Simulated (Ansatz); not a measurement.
# CH6BBrSi: up Jacob's ladder to CCSD(T)

The task here is to estimate one member of a computed series from the others.

The runs use Ansatz 0.2.0, Gaussian basis; functionals in def2-TZVPP, the program's frozen cores in correlated methods.

Plan: PBE-D4, r2SCAN-D4, PBE0-D4, B3LYP-D4, ωB97X-V, ωB97M-V, B2PLYP; CCSD(T)/def2-TZVPP; MP2/def2-QZVPP; extrapolation to the limit.

## The relaxed structure

All runs share one geometry, relaxed beforehand with PBE0-D4 in a triple-zeta def2 set.

SMILES `[SiH3]BCBr`, 10 atoms, charge 0, spin multiplicity 1.

Atoms are counted from 1 here; the program's logs count them from 0.

Bond lengths: Si1–B2 2.010 Å, Si1–H5 1.494 Å, Si1–H6 1.492 Å, Si1–H7 1.489 Å, B2–C3 1.557 Å, B2–H8 1.196 Å, C3–Br4 1.988 Å, C3–H9 1.086 Å, C3–H10 1.086 Å. Angles: B2–Si1–H5 109.4°, B2–Si1–H6 111.9°, B2–Si1–H7 112.7°, H5–Si1–H6 107.4°, H5–Si1–H7 107.3°, H6–Si1–H7 108.1°, Si1–B2–C3 121.3°, Si1–B2–H8 121.3°, C3–B2–H8 117.1°, B2–C3–Br4 79.7°, B2–C3–H9 120.9°, B2–C3–H10 121.3°, Br4–C3–H9 106.7°, Br4–C3–H10 106.1°, H9–C3–H10 113.1°.

Coordinates:

```xyz
10
charge 0, multiplicity 1
Si   -1.4991    0.1667   -0.3748
B     0.5066    0.2341   -0.4864
C     1.3983   -0.6161    0.4661
Br    1.3240    1.0936    1.4783
H    -2.0304   -0.6589   -1.5003
H    -1.9640   -0.4618    0.8963
H    -2.1259    1.5133   -0.4803
H     1.0614    0.8457   -1.3515
H     2.4446   -0.7975    0.2371
H     0.9678   -1.3702    1.1184
```

The first run:

Contents of in.yaml:

```yaml
crystal:
  periodic: [false, false, false]
  atoms:
    - {symbol: Si, position_ang: [-1.499104, 0.166740, -0.374831]}
    - {symbol: B, position_ang: [0.506570, 0.234079, -0.486363]}
    - {symbol: C, position_ang: [1.398286, -0.616069, 0.466067]}
    - {symbol: Br, position_ang: [1.323974, 1.093564, 1.478260]}
    - {symbol: H, position_ang: [-2.030406, -0.658920, -1.500341]}
    - {symbol: H, position_ang: [-1.964003, -0.461788, 0.896329]}
    - {symbol: H, position_ang: [-2.125931, 1.513341, -0.480301]}
    - {symbol: H, position_ang: [1.061410, 0.845749, -1.351469]}
    - {symbol: H, position_ang: [2.444553, -0.797460, 0.237122]}
    - {symbol: H, position_ang: [0.967751, -1.370234, 1.118427]}
basis:
  gaussian: {orbitals: def2-TZVPP}
hamiltonian: {xc: pbe, dispersion: d4}
output: {forces: true, orbitals: {seedname: orbitals}}
```

Launch:

```sh
$ ansatz run in.yaml --threads 4 --pin off --events-out ev --progress --plain --max-ram 10444MiB
```

Steps of the session up to this table: PBE-D4 (GGA); r2SCAN-D4 (meta-GGA); PBE0-D4 (hybrid); B3LYP-D4 (hybrid); ωB97X-V (range-separated); ωB97M-V (range-separated); B2PLYP (double hybrid); CCSD(T) in def2-TZVPP; MP2 in def2-QZVPP.

One of the session's tables, all rows but one given; the rest of the session is left out.

| method | atomisation energy (kJ/mol) |
| --- | --- |
| PBE-D4 | 3242.6 |
| r2SCAN-D4 | 3229.8 |
| PBE0-D4 | 3217.6 |
| B3LYP-D4 | 3208.8 |
| ωB97X-V | 3220.1 |
| ωB97M-V | 3212.3 |
| B2PLYP | ? |
| HF/def2-TZVPP | 2432.0 |
| MP2/def2-TZVPP | 3155.4 |
| CCSD/def2-TZVPP | 3093.3 |
| CCSD(T)/def2-TZVPP | 3134.6 |
| MP2/CBS | 3230.1 |
| CCSD(T)/CBS | 3209.4 |

Estimate the missing values for B2PLYP.

The run gave: atomisation energy (kJ/mol): 3169.5. In the column «atomisation energy (kJ/mol)» it lies between MP2/def2-TZVPP (3155.4) and B3LYP-D4 (3208.8).
